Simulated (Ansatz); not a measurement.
# Ti (Titanium): the cost of one run

All numbers are computed with Ansatz 0.2.0 through its Python package. Level of theory: DFT r2SCAN, plane waves, PAW.

This is Ti in the bcc structure; at room conditions it is hcp.

## Step 1: The structure

Ti Im-3m: It takes space group Im-3m (No. 229, cubic). The conventional cell has a = 3.282 Å, b = 3.282 Å, c = 3.282 Å, α = 90.00°, β = 90.00°, γ = 90.00°. Ti (site symmetry m-3m) has 8 Ti at 2.84 Å as nearest neighbours.

Ti P6/mmm: The structure is hexagonal, space group P6/mmm (No. 191). Conventional cell: a = 4.600 Å, b = 4.600 Å, c = 2.820 Å, α = 90.00°, β = 90.00°, γ = 120.00°. Ti (site symmetry 6/mmm) has 14 Ti at 2.82 to 3.01 Å as nearest neighbours. Ti (site symmetry -6m2) is surrounded by 11 Ti at 2.66 to 3.01 Å.

No structure file is read: the coordinates are typed or built in the script.

## Step 2: Script

Input file ti.py:

```python
"""Enthalpies of two structures of Ti under pressure."""

import warnings

import ansatz as az
import numpy as np

PHASES = {
    "Im-3m": (
        [(-1.641, 1.641, 1.641), (1.641, -1.641, 1.641), (1.641, 1.641, -1.641)],
        [
            ("Ti", (0.0, 0.0, 0.0)),
        ],
    ),
    "P6/mmm": (
        [(4.6, 0.0, 0.0), (-2.3, 3.98372, 0.0), (0.0, 0.0, 2.82)],
        [
            ("Ti", (0.0, 0.0, 0.0)),
            ("Ti", (1 / 3, 2 / 3, 0.5)),
            ("Ti", (2 / 3, 1 / 3, 0.5)),
        ],
    ),
}


def build(vectors, sites):
    crystal = az.Crystal(lattice=az.Lattice.of(vectors))
    for symbol, position in sites:
        crystal = crystal.atom(symbol, position)
    return crystal


def run_phase(name, crystal, pressure=0.0):
    calc = crystal.calculation()
    calc = calc.functional("r2SCAN")
    calc = calc.basis(600)
    calc = calc.kpoints(spacing=0.33)
    calc = calc.occupations("fermi_dirac", width=0.1)
    calc = calc.relax(force_tolerance=0.01, cell=True, pressure=pressure)
    return calc.run(threads=1, pin="off")


def volume_per_atom(outcome):
    return abs(np.linalg.det(outcome.lattice.cell_ang)) / len(outcome.lattice.sites)

warnings.simplefilter("ignore", az.DeckWarning)

phases = {name: build(*cell) for name, cell in PHASES.items()}

# enthalpy per atom at each pressure
pressures = [0, 15, 30, 45]
enthalpy, volume = {name: [] for name in phases}, {name: [] for name in phases}
for p in pressures:
    for name, crystal in phases.items():
        o = run_phase(name, crystal, pressure=p)
        volume[name].append(volume_per_atom(o))
        enthalpy[name].append(o.report["energy_sigma0_ev"] / len(o.lattice.sites) + p * volume[name][-1] / 160.21766)
gap = np.array(enthalpy["P6/mmm"]) - np.array(enthalpy["Im-3m"])
rows = [(p, va, vb, 1000 * d) for p, va, vb, d in zip(pressures, volume["Im-3m"], volume["P6/mmm"], gap)]
print("   P (GPa)  V Im-3m (A^3/atom)  V P6/mmm (A^3/atom)  H(P6/mmm) - H(Im-3m) (meV/atom)")
for row in rows:
    print(f"{row[0]:10d}  {row[1]:18.3f}  {row[2]:19.3f}  {row[3]:+31.1f}")
crossings = [p0 - g0 * (p1 - p0) / (g1 - g0) for p0, p1, g0, g1 in zip(pressures, pressures[1:], gap, gap[1:]) if g0 * g1 < 0]
print("crossing near", [round(float(p), 1) for p in crossings], "GPa") if crossings else print("no crossing in this range")
```

## Step 3: The calls as engine input

The package turns the script's settings into the engine's input (first run):

```yaml
crystal:
  lattice:
    - [-1.641, 1.641, 1.641]
    - [1.641, -1.641, 1.641]
    - [1.641, 1.641, -1.641]
  atoms:
    - { symbol: Ti, position: [0.0, 0.0, 0.0] }
basis:
  ecutwfc: 600.0
kpoints:
  mp_grid:
    kspacing: 0.33
hamiltonian:
  xc: r2scan
scf:
  occupations:
    method: fermi_dirac
    width: 0.1
relax:
  f_tol: 0.01
  cell:
    p_target: 0.0
```

## Step 4: The run

Command:

```sh
$ python ti.py
```

Q: Estimate wall time and peak memory on 1 thread of Arm Neoverse V2, shared host.

About 1.9 min, with a peak of 0.61 GiB.
